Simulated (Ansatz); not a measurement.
# Sn2Pd: the cost of one run

Program: Ansatz 0.2.0. Level of theory: DFT PBEsol, scalar-relativistic, plane waves, PAW. These are calculated values, not measurements.

**1. The structure to begin with**

It takes space group I4_1/acd (No. 142, tetragonal). Conventional cell: a = 6.595 Å, b = 6.595 Å, c = 24.832 Å, α = 90.00°, β = 90.00°, γ = 90.00°. Sn (site symmetry 2) is surrounded by 4 Pd at 2.87 Å and 3 Sn at 2.96 to 3.22 Å. Around Sn (site symmetry 2) lie 4 Pd at 2.85 to 2.87 Å and 6 Sn at 3.22 to 3.30 Å. Pd (site symmetry 2) has 8 Sn at 2.85 to 2.87 Å and 1 Pd at 2.89 Å as nearest neighbours.

As a file:

```xyz
24
Lattice="-3.2976 3.2976 12.4159 3.2976 -3.2976 12.4159 3.2976 3.2976 -12.4159" Properties=species:S:1:pos:R:3 pbc="T T T"
Sn    1.0450    1.0450    6.2079
Sn    2.2526    1.0450    0.0000
Sn    2.2526    2.2526   -6.2079
Sn    1.0450    2.2526   12.4159
Sn    2.2526   -1.0450   12.4159
Sn    1.0450   -1.0450   18.6238
Sn    1.0450    4.3425    0.0000
Sn   -1.0450    1.0450   18.6238
Sn    4.9289    1.6488   -3.1040
Sn    4.9464    1.6314    3.1040
Sn   -1.6314    1.6488    9.3119
Sn   -1.6488    1.6662   15.5199
Sn    1.6662    1.6488    9.3119
Sn    1.6488    1.6662    3.1040
Sn    1.6314    1.6488   -3.1040
Sn    1.6488    1.6314   15.5199
Pd    0.0000    0.0000   10.9690
Pd    3.2976    0.0000    4.7611
Pd    0.0000    3.2976    7.6548
Pd    0.0000    0.0000    1.4468
Pd    3.2976    0.0000    7.6548
Pd    0.0000    0.0000   13.8627
Pd    0.0000    0.0000   23.3849
Pd    0.0000    3.2976    4.7611
```

This cell was relaxed beforehand with the same method: volume 22.50 Å³/atom, gap on the mesh none (metal).

**2. The cell under PBEsol**

input.yaml reads:

```yaml
crystal:
  lattice:
    - [-3.2975770533, 3.2975770533, 12.4158846698]
    - [3.2975770533, -3.2975770533, 12.4158846698]
    - [3.2975770533, 3.2975770533, -12.4158846698]
  atoms:
    - { symbol: Sn, position: [0.40844224, 0.40844224, 0.3168844801] }
    - { symbol: Sn, position: [0.15844224, 0.34155776, 0.5] }
    - { symbol: Sn, position: [0.09155776, 0.09155776, 0.6831155199] }
    - { symbol: Sn, position: [0.84155776, 0.65844224, 0.5] }
    - { symbol: Sn, position: [0.34155776, 0.84155776, 0.1831155199] }
    - { symbol: Sn, position: [0.59155776, 0.90844224, 0.0] }
    - { symbol: Sn, position: [0.65844224, 0.15844224, 0.8168844801] }
    - { symbol: Sn, position: [0.90844224, 0.59155776, 0.0] }
    - { symbol: Sn, position: [0.125, 0.6223589845, 0.9973589845] }
    - { symbol: Sn, position: [0.3723589845, 0.875, 0.9973589845] }
    - { symbol: Sn, position: [0.625, 0.1276410155, 0.0026410155] }
    - { symbol: Sn, position: [0.8776410155, 0.375, 0.0026410155] }
    - { symbol: Sn, position: [0.625, 0.6276410155, 0.5026410155] }
    - { symbol: Sn, position: [0.3776410155, 0.375, 0.5026410155] }
    - { symbol: Sn, position: [0.125, 0.1223589845, 0.4973589845] }
    - { symbol: Sn, position: [0.8723589845, 0.875, 0.4973589845] }
    - { symbol: Pd, position: [0.441734005, 0.441734005, 0.0] }
    - { symbol: Pd, position: [0.191734005, 0.691734005, 0.5] }
    - { symbol: Pd, position: [0.808265995, 0.308265995, 0.5] }
    - { symbol: Pd, position: [0.058265995, 0.058265995, 0.0] }
    - { symbol: Pd, position: [0.308265995, 0.808265995, 0.5] }
    - { symbol: Pd, position: [0.558265995, 0.558265995, 0.0] }
    - { symbol: Pd, position: [0.941734005, 0.941734005, 0.0] }
    - { symbol: Pd, position: [0.691734005, 0.191734005, 0.5] }
basis:
  ecutwfc: 420
kpoints:
  mp_grid: { grid: [8, 8, 8] }
hamiltonian:
  xc: pbesol
scf:
  occupations: { method: gaussian, width: 0.1 }
output:
  forces: true
  stress: true
  eigenvalues: true
relax:
  adjacent_minimum: "off"
  f_tol: 0.005
  max_steps: 50
  cell: { stress_tol: 0.05 }
```

Launch:

```sh
> ansatz run input.yaml --threads 8 --pin off --max-ram 22528MiB --backend cpu --events-out ev --progress --plain --runs-dir out
```

What time and memory should one allow on 8 threads of Arm Neoverse V1, shared host?

About 8.2 min, with a peak of 7.3 GiB.
